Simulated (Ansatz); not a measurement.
# Ni (fcc type): a single-point run

Aim: a sound single-point run of Ni (fcc type).

Method: DFT, PBE, all-electron PAW with datasets made for the crystal, scalar-relativistic, in Ansatz 0.2.0.

## 1. Starting point

The structure is cubic, space group Fm-3m (No. 225). The conventional cell has a = 2.967 Å, b = 2.967 Å, c = 2.967 Å, α = 90.00°, β = 90.00°, γ = 90.00°. Ni (site symmetry m-3m) has 12 Ni at 2.10 Å as nearest neighbours.

Coordinates:

```cif
data_structure
_symmetry_space_group_name_H-M 'Fm-3m'
_symmetry_Int_Tables_number 225
_cell_length_a 2.9673
_cell_length_b 2.9673
_cell_length_c 2.9673
_cell_angle_alpha 90.000
_cell_angle_beta 90.000
_cell_angle_gamma 90.000
_cell_volume 26.13
loop_
_atom_site_label
_atom_site_type_symbol
_atom_site_symmetry_multiplicity
_atom_site_Wyckoff_symbol
_atom_site_fract_x
_atom_site_fract_y
_atom_site_fract_z
_atom_site_occupancy
Ni1 Ni 4 a 0.00000 0.00000 0.00000 1
```

## 2. The calculation

File input.yaml:

```yaml
crystal:
  lattice:
    - [0.0, 1.4836384494, 1.4836384494]
    - [1.4836384494, 0.0, 1.4836384494]
    - [1.4836384494, 1.4836384494, 0.0]
  atoms:
    - { symbol: Ni, position: [0.0, 0.0, 0.0], spin: 1.0 }
magnetization:
  spin_polarized: true
kpoints:
  mp_grid: { grid: [18, 18, 18] }
scf:
  occupations: { method: fermi_dirac, width: 0.05 }
  convergence: { dr2_threshold: 1.0e-14 }
  max_iter: 80
hamiltonian:
  xc: pbe
  pseudopotentials: { kind: all_electron, datasets: crystal }
output:
  forces: true
  stress: true
  eigenvalues: true
```

Started as:

```console
$ ansatz run input.yaml --threads 1 --pin off --max-ram 3072MiB --backend cpu --events-out ev --progress --plain --runs-dir out
```

**Question.** How will this run end, and is anything wrong with its input?

The run converged and reported no error, with warnings (crystal datasets made, printed levels off). It gives a pressure of 345 GPa, which is large; a structure far from rest gives such values too, whatever the setting.

The suspect setting: scf.convergence.dr2_threshold is 1.0e-14. What could go wrong: threshold needlessly tight. Once met, so tight a threshold does no harm; it costs cycles.

Run again and compare: delete scf.convergence.dr2_threshold (the default then holds).
